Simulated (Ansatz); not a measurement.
# C₂H₈FGaSe: one species, many methods

An exercise on one series of results from a longer session: the logs are not shown, and one member is left open.

The runs use Ansatz 0.2.0, Gaussian basis; functionals in def2-TZVPP, the program's frozen cores in correlated methods.

Levels to be run: LDA (SPW92), PBE-D4, revPBE-D4, BLYP-D4, r2SCAN-D4, B97M-V, PBE0-D4, B3LYP-D4, r2SCANh-D4, r2SCAN0-D4, HSE06-D4, BHLYP-D4, CAM-B3LYP-D4, LC-ωPBE, ωB97X-V, ωB97M-V, B2PLYP, PBE-QIDH; CCSD(T)/def2-SVP; MP2/def2-TZVPP; MP2/def2-QZVPP; RPA on PBE.

### The relaxed structure

All runs share one geometry, relaxed beforehand with PBE0-D4 in a triple-zeta def2 set.

SMILES `[CH3][Ga-]([CH3])([F])[SeH2+]`, 13 atoms, charge 0, spin multiplicity 1.

Atoms are counted from 1 here; the program's logs count them from 0.

Bond lengths: C1–Ga2 1.965 Å, C1–H6 1.092 Å, C1–H7 1.091 Å, C1–H8 1.093 Å, Ga2–C3 1.965 Å, Ga2–F4 1.798 Å, Ga2–Se5 2.814 Å, C3–H9 1.091 Å, C3–H10 1.093 Å, C3–H11 1.092 Å, Se5–H12 1.468 Å, Se5–H13 1.469 Å. Angles: Ga2–C1–H6 111.7°, Ga2–C1–H7 110.7°, Ga2–C1–H8 109.9°, H6–C1–H7 108.9°, H6–C1–H8 107.8°, H7–C1–H8 107.7°, C1–Ga2–C3 131.0°, C1–Ga2–F4 112.4°, C1–Ga2–Se5 99.3°, C3–Ga2–F4 112.7°, C3–Ga2–Se5 100.7°, F4–Ga2–Se5 87.4°, Ga2–C3–H9 110.6°, Ga2–C3–H10 110.1°, Ga2–C3–H11 111.6°, H9–C3–H10 107.8°, H9–C3–H11 108.9°, H10–C3–H11 107.7° and more.

Geometry (Å):

| atom | x (Å) | y (Å) | z (Å) |
| --- | --- | --- | --- |
| C1 | -2.0075 | 0.3919 | 0.1523 |
| Ga2 | -0.2052 | -0.1780 | -0.3847 |
| C3 | 0.8609 | -1.7447 | 0.1366 |
| F4 | 0.2794 | 0.4925 | -1.9815 |
| Se5 | 1.2964 | 1.8892 | 0.7942 |
| H6 | -2.1364 | 0.3527 | 1.2359 |
| H7 | -2.2099 | 1.4079 | -0.1911 |
| H8 | -2.7551 | -0.2667 | -0.2974 |
| H9 | 1.8694 | -1.6760 | -0.2747 |
| H10 | 0.4018 | -2.6570 | -0.2528 |
| H11 | 0.9267 | -1.8439 | 1.2223 |
| H12 | 2.5603 | 1.2708 | 0.3754 |
| H13 | 1.1396 | 2.5267 | -0.5197 |

Set-up of the first run:

Input file in.yaml:

```yaml
crystal:
  periodic: [false, false, false]
  atoms:
    - {symbol: C, position_ang: [-2.007535, 0.391895, 0.152257]}
    - {symbol: Ga, position_ang: [-0.205206, -0.178043, -0.384672]}
    - {symbol: C, position_ang: [0.860865, -1.744695, 0.136606]}
    - {symbol: F, position_ang: [0.279415, 0.492456, -1.981511]}
    - {symbol: Se, position_ang: [1.296431, 1.889232, 0.794219]}
    - {symbol: H, position_ang: [-2.136384, 0.352693, 1.235892]}
    - {symbol: H, position_ang: [-2.209893, 1.407900, -0.191061]}
    - {symbol: H, position_ang: [-2.755094, -0.266749, -0.297447]}
    - {symbol: H, position_ang: [1.869354, -1.676006, -0.274737]}
    - {symbol: H, position_ang: [0.401796, -2.657012, -0.252820]}
    - {symbol: H, position_ang: [0.926697, -1.843862, 1.222282]}
    - {symbol: H, position_ang: [2.560317, 1.270770, 0.375449]}
    - {symbol: H, position_ang: [1.139638, 2.526720, -0.519657]}
basis:
  gaussian: {orbitals: def2-TZVPP}
hamiltonian: {xc: lda}
output: {orbitals: {seedname: orbitals}}
```

Command:

```console
> ansatz run in.yaml --threads 4 --pin off --events-out ev --progress --plain --max-ram 11315MiB
```

Among the steps run: LDA; PBE-D4 (GGA); revPBE-D4 (GGA); BLYP-D4 (GGA); r2SCAN-D4 (meta-GGA); B97M-V (meta-GGA); PBE0-D4 (hybrid); B3LYP-D4 (hybrid); r2SCANh-D4 (hybrid); r2SCAN0-D4 (hybrid); HSE06-D4 (hybrid); BHLYP-D4 (hybrid); CAM-B3LYP-D4 (range-separated); LC-ωPBE (range-separated); ωB97X-V (range-separated); ωB97M-V (range-separated); B2PLYP (double hybrid); PBE-QIDH (double hybrid).

One of the session's tables, all rows but one given; the rest of the session is left out.

It belongs to the step «Frontier levels by functional». 

| functional | HOMO (eV) | gap (eV) |
| --- | --- | --- |
| LDA (SPW92) | -6.42 | 4.76 |
| PBE-D4 | -6.24 | 4.69 |
| revPBE-D4 | -6.17 | 4.68 |
| BLYP-D4 | ? | ? |
| r2SCAN-D4 | -6.51 | 5.20 |
| B97M-V | -6.57 | 5.20 |
| PBE0-D4 | -7.54 | 6.90 |
| B3LYP-D4 | -7.31 | 6.40 |
| r2SCANh-D4 | -7.00 | 6.02 |
| r2SCAN0-D4 | -7.72 | 7.24 |
| HSE06-D4 | -7.14 | 6.12 |
| BHLYP-D4 | -8.71 | 8.98 |
| CAM-B3LYP-D4 | -8.91 | 9.34 |
| LC-ωPBE | -10.27 | 11.95 |
| ωB97X-V | -9.89 | 11.39 |
| ωB97M-V | -9.77 | 11.07 |

Estimate the missing values for BLYP-D4.

Worked estimate for «HOMO (eV)». Against the share of exact exchange, B3LYP-D4 (0.2, -7.31), BHLYP-D4 (0.5, -8.71) give a slope of -4.67 per unit share; at 0 the line stands at -6.38.

As computed: HOMO (eV): -6.11; gap (eV): 4.63. In «HOMO (eV)» the line misses by -0.27.
